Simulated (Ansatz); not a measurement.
# NiBi: the cost of one run

Computed with the Python package of Ansatz 0.2.0. Level of theory: DFT PBEsol, plane waves, norm-conserving potentials.

## (1) Starting point

It takes space group P6_3/mmc (No. 194, hexagonal). The conventional cell has a = 4.118 Å, b = 4.118 Å, c = 5.244 Å, α = 90.00°, β = 90.00°, γ = 120.00°. Ni (site symmetry -3m) has 2 Ni at 2.62 Å and 6 Bi at 2.71 Å in its first shell of neighbours. Bi (site symmetry -6m2) is surrounded by 6 Ni at 2.71 Å.

The script holds or builds the structure itself.

## (2) The code

eos_nibi.py

```python
"""Energy against volume for NiBi, with a fit."""

import logging
import sys
import warnings

import ansatz
import numpy as np
from pymatgen.analysis.eos import EOS

logging.basicConfig(stream=sys.stdout, format="[%(levelname)s] %(message)s")
log = logging.getLogger("calc")
log.setLevel(logging.INFO)

vectors0 = np.array([
    [4.11793802, 0.0, 0.0],
    [-2.05896901, 3.56623894, 0.0],
    [0.0, 0.0, 5.24380966],
])
sites = [
    ("Ni", (0.0, 0.0, 0.5), 1.5),
    ("Ni", (0.0, 0.0, 0.0), 1.5),
    ("Bi", (1 / 3, 2 / 3, 0.25), 0.0),
    ("Bi", (2 / 3, 1 / 3, 0.75), 0.0),
]


def make_crystal(cell):
    crystal = ansatz.Crystal(lattice=ansatz.Lattice.of(cell))
    for symbol, position, moment in sites:
        crystal = crystal.atom(symbol, position, moment=moment or None)
    return crystal


def main() -> None:
    warnings.simplefilter("ignore", ansatz.DeckWarning)

    # scale the volume, keep shape and fractions
    volumes, energies = [], []
    for scale in np.linspace(0.92, 1.08, 7):
        cell = vectors0 * scale ** (1 / 3)
        calc = (
            make_crystal(cell).calculation()
            .pseudopotentials("nc")
            .functional(ansatz.Functional.PBESOL)
            .scf(tolerance=1e-07)
            .spin(ansatz.SpinTreatment.COLLINEAR)
            .eigensolver("davidson", mixed_precision=False)
            .occupations("Methfessel-Paxton", width=0.01)
            .kpoints(8, 8, 5)
        )
        data = calc.run().report
        volumes.append(abs(np.linalg.det(cell)) / len(sites))
        energies.append(data["free_energy_ev"] / len(sites))
        log.info(f"V = {volumes[-1]:8.4f} A^3/atom  F = {energies[-1]:.5f} eV/atom")

    for form in ["pourier_tarantola", "birch_murnaghan"]:
        fit = EOS(eos_name=form).fit(volumes, energies)
        log.info(f"{form:18s} V0 {fit.v0:8.4f} A^3/atom  B0 {fit.b0_GPa:7.1f} GPa  B1 {fit.b1:5.2f}")


if __name__ == "__main__":
    main()
```

## (3) The input behind the calls

The engine receives this input (first run):

```yaml
crystal:
  lattice:
    - [4.0050605053138, 0.0, 0.0]
    - [-2.0025302526569, 3.468484144670577, 0.0]
    - [0.0, 0.0, 5.100070682134499]
  atoms:
    - { symbol: Ni, position: [0.0, 0.0, 0.5], spin: 1.5 }
    - { symbol: Ni, position: [0.0, 0.0, 0.0], spin: 1.5 }
    - { symbol: Bi, position: [0.3333333333333333, 0.6666666666666666, 0.25] }
    - { symbol: Bi, position: [0.6666666666666666, 0.3333333333333333, 0.75] }
kpoints:
  mp_grid:
    grid: [8, 8, 5]
hamiltonian:
  xc: pbesol
  pseudopotentials:
    kind: nc
magnetization:
  spin_polarized: true
scf:
  convergence:
    dr2_threshold: 1.0e-07
  occupations:
    method: methfessel_paxton
    width: 0.01
  eigensolver:
    kind: davidson
    mixed_precision: false
```

## (4) Running it

The run is started by

```bash
$ python eos_nibi.py
```

What time and memory should one allow on 1 thread of AMD EPYC 7R43 (Zen 3), shared host?

About 8.5 min, with a peak of 1.1 GiB.
